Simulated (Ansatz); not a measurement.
# ClH6MgNSi: the cost of one run

All numbers below are computed with Ansatz 0.2.0 (RKS PBE-D4/def2-mTZVP).

## 1. The system as given

Bond lengths: Mg1–N2 2.477 Å, Mg1–Cl3 2.162 Å, Mg1–Si5 2.945 Å, N2–H6 1.016 Å, N2–H7 1.016 Å, Si5–H8 1.476 Å, Si5–H9 1.473 Å, Si5–H10 1.477 Å. Angles: Mg1–N2–H6 127.7°, Mg1–N2–H7 125.5°, H6–N2–H7 106.5°, N2–Mg1–Cl3 157.4°, N2–Mg1–Si5 71.9°, Cl3–Mg1–Si5 130.1°, Mg1–Si5–H8 123.2°, Mg1–Si5–H9 100.0°, Mg1–Si5–H10 116.2°, H8–Si5–H9 104.7°, H8–Si5–H10 105.1°, H9–Si5–H10 105.6°.

Coordinates:

```xyz
10

Mg   -1.2565   -0.1609   -1.2961
N     1.1984    0.1650   -1.3557
Cl   -3.2783   -0.2337   -2.0574
H     0.6714    0.0504   -0.1333
Si   -0.2754   -0.0944    1.4800
H     1.9175   -0.5474   -1.4434
H     1.6743    1.0617   -1.3924
H     0.7253   -1.0432    2.0072
H    -1.5175   -0.4248    2.1993
H     0.1409    1.2272    1.9919
```

## 2. Pulling towards end A

Springs on the bonds that form and break draw the guess towards this end; the thresholds are loose.

Contents of input.yaml:

```yaml
crystal:
  periodic: [false, false, false]
  atoms:
    - { symbol: Mg, position_ang: [-1.2565, -0.1609, -1.2961] }
    - { symbol: "N", position_ang: [1.1984, 0.165, -1.3557] }
    - { symbol: Cl, position_ang: [-3.2783, -0.2337, -2.0574] }
    - { symbol: H, position_ang: [0.6714, 0.0504, -0.1333] }
    - { symbol: Si, position_ang: [-0.2754, -0.0944, 1.48] }
    - { symbol: H, position_ang: [1.9175, -0.5474, -1.4434] }
    - { symbol: H, position_ang: [1.6743, 1.0617, -1.3924] }
    - { symbol: H, position_ang: [0.7253, -1.0432, 2.0072] }
    - { symbol: H, position_ang: [-1.5175, -0.4248, 2.1993] }
    - { symbol: H, position_ang: [0.1409, 1.2272, 1.9919] }
basis:
  gaussian: { orbitals: def2-mTZVP }
hamiltonian:
  xc: pbe
  dispersion: d4
relax:
  f_tol: 0.15
  max_steps: 25
  restrain:
    - { distance: [0, 4], at: 3.82, k: 30.0 }
    - { distance: [3, 1], at: 2.32, k: 30.0 }
    - { distance: [0, 1], at: 2.12, k: 30.0 }
    - { distance: [3, 4], at: 1.42, k: 30.0 }
```

The run is started by

```sh
$ ansatz run input.yaml --threads 2 --pin off --max-ram 3072MiB --backend cpu --events-out ev --progress --plain --runs-dir out
```

Q: Estimate wall time and peak memory on 2 threads of Arm Neoverse V1, shared host.

About 19 s, with a peak of 0.15 GiB.
